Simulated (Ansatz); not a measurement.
**LiPS3: one candidate structure**

Where does LiPS3 go from the start given, LaYbS3 type (Cmcm, No. 63)?

Program: Ansatz 0.2.0. Level of theory: DFT PBE, scalar-relativistic, plane waves, PAW. These are calculated values, not measurements.

## (1) Starting point

Symmetry: Cmcm, No. 63, orthorhombic system. Conventional cell: a = 3.747 Å, b = 12.062 Å, c = 9.085 Å, α = 90.00°, β = 90.00°, γ = 90.00°. Around Li (site symmetry m2m) lie 8 S at 2.72 to 3.10 Å. Around P (site symmetry 2/m) lie 6 S at 2.48 to 2.59 Å. Around S (site symmetry m) lie 2 P at 2.59 Å and 3 Li at 2.88 to 3.10 Å. S (site symmetry m2m) is surrounded by 2 P at 2.48 Å and 2 Li at 2.72 Å.

Coordinates:

```xyz
10
Lattice="1.8734 -6.0310 0.0000 1.8734 6.0310 0.0000 0.0000 0.0000 9.0847" Properties=species:S:1:pos:R:3 pbc="T T T"
Li    1.8734    2.9734    6.8135
Li    1.8734   -2.9734    2.2712
P     0.0000    0.0000    4.5424
P     0.0000    0.0000    0.0000
S     1.8734   -1.7068    5.0974
S     1.8734    1.7068    0.5551
S     1.8734    1.7068    3.9873
S     1.8734   -1.7068    8.5296
S     1.8734   -5.0238    6.8135
S     1.8734    5.0238    2.2712
```

(A quick probe on a coarse mesh, which set the mesh and smearing, is not shown.)

## (3) Coarse relaxation

input.yaml

```yaml
crystal:
  lattice:
    - [1.8733732452, -6.0310033217, 0.0]
    - [1.8733732452, 6.0310033217, 0.0]
    - [0.0, 0.0, 9.0847000637]
  atoms:
    - { symbol: Li, position: [0.25349, 0.74651, 0.75] }
    - { symbol: Li, position: [0.74651, 0.25349, 0.25] }
    - { symbol: P, position: [0.0, 0.0, 0.5] }
    - { symbol: P, position: [0.0, 0.0, 0.0] }
    - { symbol: S, position: [0.6415, 0.3585, 0.5611] }
    - { symbol: S, position: [0.3585, 0.6415, 0.0611] }
    - { symbol: S, position: [0.3585, 0.6415, 0.4389] }
    - { symbol: S, position: [0.6415, 0.3585, 0.9389] }
    - { symbol: S, position: [0.9165, 0.0835, 0.75] }
    - { symbol: S, position: [0.0835, 0.9165, 0.25] }
basis:
  ecutwfc: 420
kpoints:
  mp_grid: { grid: [6, 6, 2] }
hamiltonian:
  xc: pbe
scf:
  occupations: { method: gaussian, width: 0.1 }
  lower_state_search: "off"
output:
  forces: true
  stress: true
  eigenvalues: true
relax:
  adjacent_minimum: "off"
  f_tol: 0.04
  max_steps: 70
  cell: { stress_tol: 0.4 }
```

Command:

```console
$ ansatz run input.yaml --threads 1 --pin off --max-ram 2560MiB --backend cpu --events-out ev --progress --plain --runs-dir out
```

Further runs follow: relaxing cell and atoms.

Q: Predict the outcome of this session.

**Answer**, as computed:

Formation energies count from the elements, computed with the same settings in runs not shown here.

| quantity | value |
| --- | --- |
| cell (conventional) | a = 3.166 Å, b = 12.007 Å, c = 8.784 Å, α = 90.00°, β = 90.00°, γ = 90.00° |
| space group | Cmcm (No. 63) |
| volume | 16.70 Å³/atom |
| gap on the mesh | none (metal) |
| formation energy from the elements | -0.261 eV/atom |

In words: The space group stayed Cmcm, and from the first guess the volume went from 20.53 to 16.70 Å³/atom. With -0.26 eV/atom it lies under the elements, which doesn't yet make it stable against other compounds of them. The final runs have no spin polarisation, so no magnetic state was tried and one may lie lower.
